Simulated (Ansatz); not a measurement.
# CdH8N2Si2: the cost of one run

Program: Ansatz 0.2.0, Gaussian basis. Level of theory: the settings change from run to run. These are calculated values, not measurements.

## Step 1: The relaxed structure

The structure was relaxed beforehand with PBE0-D4 in a triple-zeta def2 set. Cd takes a core potential in def2 sets; no spin-orbit term is included.

SMILES `[NH2][Cd][N]([SiH3])[SiH3]`, 13 atoms, charge 0, spin multiplicity 1.

Atoms are counted from 1 here; the program's logs count them from 0.

Bond lengths: N1–Cd2 2.001 Å, N1–H6 1.014 Å, N1–H7 1.013 Å, Cd2–N3 2.021 Å, N3–Si4 1.718 Å, N3–Si5 1.717 Å, Si4–H8 1.492 Å, Si4–H9 1.492 Å, Si4–H10 1.492 Å, Si5–H11 1.492 Å, Si5–H12 1.492 Å, Si5–H13 1.493 Å. Angles: Cd2–N1–H6 112.1°, Cd2–N1–H7 112.1°, H6–N1–H7 106.4°, N1–Cd2–N3 175.4°, Cd2–N3–Si4 118.2°, Cd2–N3–Si5 118.1°, Si4–N3–Si5 123.8°, N3–Si4–H8 108.9°, N3–Si4–H9 112.3°, N3–Si4–H10 112.5°, H8–Si4–H9 108.0°, H8–Si4–H10 107.9°, H9–Si4–H10 107.0°, N3–Si5–H11 112.6°, N3–Si5–H12 112.3°, N3–Si5–H13 108.9°, H11–Si5–H12 107.0°, H11–Si5–H13 107.8° and more.

## Step 2: wB97X-V/def2-TZVPD

This run has charge +1, multiplicity 2, atoms shaken by 0.03 Å, the search for lower states set to off.

Input file in.yaml:

```yaml
crystal:
  periodic: [false, false, false]
  atoms:
    - {symbol: N, position_ang: [-3.067673, 1.217484, 0.966550]}
    - {symbol: Cd, position_ang: [-1.314433, 0.574548, 0.411340]}
    - {symbol: N, position_ang: [0.486117, -0.264920, -0.136269]}
    - {symbol: Si, position_ang: [0.497807, -1.841787, -0.659856]}
    - {symbol: Si, position_ang: [1.857399, 0.751599, -0.132438]}
    - {symbol: H, position_ang: [-3.485841, 2.004576, 0.387824]}
    - {symbol: H, position_ang: [-3.136930, 1.488467, 1.920988]}
    - {symbol: H, position_ang: [-0.945532, -2.424044, -0.515092]}
    - {symbol: H, position_ang: [0.998693, -2.061680, -2.063415]}
    - {symbol: H, position_ang: [1.329839, -2.705096, 0.237247]}
    - {symbol: H, position_ang: [2.846529, 0.320883, 0.902922]}
    - {symbol: H, position_ang: [2.513971, 0.849132, -1.439428]}
    - {symbol: H, position_ang: [1.477942, 2.100268, 0.248210]}
basis:
  gaussian: {orbitals: def2-TZVPD}
total_charge: 1
magnetization: {spin_polarized: true, initial_magnetization: 1}
hamiltonian: {xc: {name: wB97X-V}}
scf: {lower_state_search: off}
output: {forces: true}
```

Run with:

```sh
ansatz run in.yaml --threads 8 --pin off --events-out ev --progress --plain --max-ram 20889MiB
```

**Question.** How long does this run take on 8 threads of Intel Xeon at 2.50GHz, shared host, and how much memory does it need?

About 35 s, with a peak of 1.4 GiB.
